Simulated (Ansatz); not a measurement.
**GaNH₄+ (doublet): the correlation ladder, cc-pVTZ**

Aim: climb from Hartree-Fock through coupled cluster for GaNH₄+ (doublet) at one geometry and basis, and see what each rung misses.

The runs use Ansatz 0.2.0, Gaussian basis; cc-pVTZ, core rule «outside noble gas», up to 15 orbitals frozen.

Plan: UHF; CCSD(T) on ROHF; CCSD(T) on UHF; BCCD(T) on ROHF; CCSDT(Q) on ROHF; CCSDT(Q) on UHF.

6 further runs of the same task are left out: 3 for a known fault of the program, 3 set aside as unsound or not needed.

### Step 1. What is computed

The geometry is a PBE0/def2-TZVP stationary point (not a proven minimum) of the parent state, kept for this charge and spin. No spin-orbit coupling is included. The filled d shell of Ga may be among the frozen orbitals whatever the setting's name suggests; the logs give the count.

6 atoms, charge 1, spin multiplicity 2.

Atoms are counted from 1 here; the program's logs count them from 0.

Bond lengths: N1–Ga2 1.814 Å, N1–H3 1.006 Å, N1–H4 1.006 Å, Ga2–H5 1.561 Å, Ga2–H6 1.561 Å. Angles: Ga2–N1–H3 124.0°, Ga2–N1–H4 124.0°, H3–N1–H4 111.9°, N1–Ga2–H5 116.8°, N1–Ga2–H6 116.8°, H5–Ga2–H6 126.5°.

### Step 2. UHF

in.yaml reads:

```yaml
crystal:
  periodic: [false, false, false]
  atoms:
    - {symbol: N, position_ang: [0.000000, 0.000000, 1.485666]}
    - {symbol: Ga, position_ang: [0.000000, 0.000000, -0.327885]}
    - {symbol: H, position_ang: [0.000000, 0.833308, 2.048783]}
    - {symbol: H, position_ang: [0.000000, -0.833308, 2.048783]}
    - {symbol: H, position_ang: [0.000000, 1.394263, -1.030956]}
    - {symbol: H, position_ang: [0.000000, -1.394263, -1.030956]}
basis:
  gaussian: {orbitals: cc-pVTZ}
total_charge: 1
magnetization: {spin_polarized: true, initial_magnetization: 1}
hamiltonian: {xc: hf}
output: {orbitals: {seedname: orbitals}}
```

The run is started by

```
$ ansatz run in.yaml --threads 1 --pin off --events-out ev --progress --plain --max-ram 4096MiB --backend cpu
```

After this run come: CCSD(T) on ROHF; CCSD(T) on UHF; BCCD(T) on ROHF; CCSDT(Q) on ROHF; CCSDT(Q) on UHF.

Before running them: what should the planned runs give, taken together? Wanted: UCCSDT(Q) below the RHF energy; RMP2 from UCCSDT(Q); UMP2 from UCCSDT(Q); RCCSD from UCCSDT(Q); RCCSD(T) from UCCSDT(Q); UCCSD(T) from UCCSDT(Q); RCCSDT(Q) from UCCSDT(Q); T1 diagnostic.

**Answer**, as computed:

| quantity | value |
| --- | --- |
| UCCSDT(Q) below the RHF energy | -7.8659 eV |
| RMP2 from UCCSDT(Q) | +24.39 kcal/mol |
| UMP2 from UCCSDT(Q) | +24.66 kcal/mol |
| RCCSD from UCCSDT(Q) | +4.81 kcal/mol |
| RCCSD(T) from UCCSDT(Q) | +0.56 kcal/mol |
| UCCSD(T) from UCCSDT(Q) | +0.55 kcal/mol |
| RCCSDT(Q) from UCCSDT(Q) | +0.03 kcal/mol |
| levels within 1 kcal/mol (43 meV) | RCCSD(T), UCCSD(T), BCCD(T), RCCSDT, UCCSDT, RCCSDT(Q) |
| T1 diagnostic | 0.012 |

**Reading.** RCCSD(T) misses by +0.56 kcal/mol, 0.3 % of the correlation energy. These misses are within one basis, not against nature; the frozen cores of restricted and unrestricted runs differ, which can shift their rows.
